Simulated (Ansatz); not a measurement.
# ClFH6W: the cost of one run

All numbers below are computed with Ansatz 0.2.0 (RHF/def2-SVP).

## Step 1: The starting structure

Bond lengths: W1–Cl2 2.740 Å, W1–H3 1.720 Å, W1–H4 1.720 Å, W1–H5 1.720 Å, W1–H6 1.720 Å, W1–H7 1.720 Å, W1–F8 2.150 Å. Angles (14 of 21 angles, heavy atoms first): Cl2–W1–F8 71.6°, Cl2–W1–H3 90.0°, Cl2–W1–H4 90.0°, Cl2–W1–H5 90.0°, Cl2–W1–H6 90.0°, Cl2–W1–H7 180.0°, H3–W1–F8 48.9°, H4–W1–F8 46.8°, H5–W1–F8 131.1°, H6–W1–F8 133.2°, H7–W1–F8 108.4°, H3–W1–H4 90.0°, H3–W1–H5 180.0°, H3–W1–H6 90.0°.

Coordinates:

```xyz
9

W     0.0000    0.0000    0.0000
Cl    0.0000    0.0000    2.7400
H     1.7200    0.0000    0.0000
H     0.0000    1.7200    0.0000
H    -1.7200    0.0000    0.0000
H     0.0000   -1.7200    0.0000
H     0.0000    0.0000   -1.7200
F     1.4129    1.4719    0.6779
H     1.0415    1.0850    1.8560
```

## Step 2: A restrained relaxation towards end A

Springs on the bonds that form and break draw the guess towards this end; the thresholds are loose.

input.yaml reads:

```yaml
crystal:
  periodic: [false, false, false]
  atoms:
    - { symbol: W, position_ang: [0.0, 0.0, 0.0] }
    - { symbol: Cl, position_ang: [0.0, 0.0, 2.74] }
    - { symbol: H, position_ang: [1.72, 0.0, 0.0] }
    - { symbol: H, position_ang: [0.0, 1.72, 0.0] }
    - { symbol: H, position_ang: [-1.72, 0.0, 0.0] }
    - { symbol: H, position_ang: [0.0, -1.72, 0.0] }
    - { symbol: H, position_ang: [0.0, 0.0, -1.72] }
    - { symbol: F, position_ang: [1.4129, 1.4719, 0.6779] }
    - { symbol: H, position_ang: [1.0415, 1.085, 1.856] }
basis:
  gaussian: { orbitals: def2-SVP }
hamiltonian:
  xc: hf
relax:
  f_tol: 0.15
  max_steps: 25
  restrain:
    - { distance: [0, 7], at: 3.05, k: 30.0 }
    - { distance: [8, 1], at: 2.57, k: 30.0 }
    - { distance: [0, 1], at: 2.39, k: 30.0 }
    - { distance: [8, 7], at: 0.92, k: 30.0 }
```

Command:

```console
$ ansatz run input.yaml --threads 1 --pin off --max-ram 2048MiB --backend cpu --events-out ev --progress --plain --runs-dir out
```

Q: Estimate wall time and peak memory on 1 thread of Arm Neoverse V1, shared host.

About 61 s, with a peak of 0.2 GiB.
